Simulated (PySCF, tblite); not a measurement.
**C₇H₄N₂: geometry, infrared bands and NMR shifts**

Aim: predict the infrared bands and NMR shifts of C₇H₄N₂ (`CC#C/C(C#N)=C/C#N`).

Programs: tblite 0.8.0 and PySCF 2.14.0, with density-fitted response routines of our own. Each step states its level of theory. These are calculated values for one molecule in the gas phase, unless marked as measured. Atoms count from 0, in the outputs and in this text.

**1. The molecule as given**

13 atoms, charge 0, multiplicity 1; geometry from: force field or distance geometry start.

Bonds of the start (Å): C0–C1 1.45, C1–C2 1.22, C2–C3 1.42, C3–C4 1.43, C4–N5 1.16, C3–C6 1.35, C6–C7 1.43, C7–N8 1.16, C0–H9 1.10, C0–H10 1.10, C0–H11 1.10, C6–H12 1.08.

**2. Optimising the geometry with GFN2-xTB**

What the job is given:

```
{"job": {"kind": "relax", "xc": "GFN2-xTB", "basis": "xTB"}, "charge": 0, "multiplicity": 1}
C     -3.007700    -0.137500    -0.442700
C     -1.586200     0.012700    -0.201300
C     -0.395600     0.128500     0.020600
C      0.993400     0.288600     0.257800
C      1.473400     1.449800     0.940100
N      1.857000     2.401500     1.470800
C      1.822500    -0.694200    -0.143400
C      3.235800    -0.670900     0.048700
N      4.384800    -0.681200     0.185600
H     -3.383300     0.665400    -1.088200
H     -3.235900    -1.092800    -0.928900
H     -3.584100    -0.096700     0.496500
H      1.421400    -1.572600    -0.633100
```

On the command line:

```
OMP_NUM_THREADS=1 python probes_run.py task.json out
```

One launch serves the whole session: the jobs run in the order shown.

**Question.** This job is followed by: GFN2-xTB harmonic vibrations, gas phase; GIAO PBE0/pcSseg-1 NMR shielding, non-relativistic, gas phase. What will the session give for the following? strongest single infrared mode (GFN2-xTB); zero-point energy (GFN2-xTB); ¹³C shifts against TMS (PBE0/pcSseg-1); ¹H shifts against TMS (PBE0/pcSseg-1, means over atoms taken as alike); ¹⁵N shifts against NH3 (PBE0/pcSseg-1).

**Answer**, as computed:

| quantity | value |
| --- | --- |
| strongest single infrared mode (GFN2-xTB) | 2340 cm⁻¹, 495 km/mol |
| zero-point energy (GFN2-xTB) | 53.2 kcal/mol |
| ¹³C shifts against TMS (PBE0/pcSseg-1) | 124.0, 121.9, 120.0, 118.6, 115.4, 81.9, 6.2 ppm |
| ¹H shifts against TMS (PBE0/pcSseg-1, means over atoms taken as alike) | 6.01, 2.38 ppm |
| ¹⁵N shifts against NH3 (PBE0/pcSseg-1) | 350.7, 334.0 ppm |

Relaxing lowered the energy by 0.083 eV in 44 steps; the close pair that moved most is C6–C7, from 1.426 to 1.402 Å. The lowest mode is slightly imaginary (20i cm⁻¹), a soft motion within the noise of the Hessian, so the minimum is not strictly shown. The strongest single mode, at 2340 cm⁻¹, moves mainly C1, C2 and C7. GFN2-xTB is a fitted tight-binding method: band positions and strengths are rough. Its intensities can rank the bands wrongly. H12 (hydrogen on an alkene CH) lies farthest downfield among hydrogen, at 6.01 ppm; olefinic region.
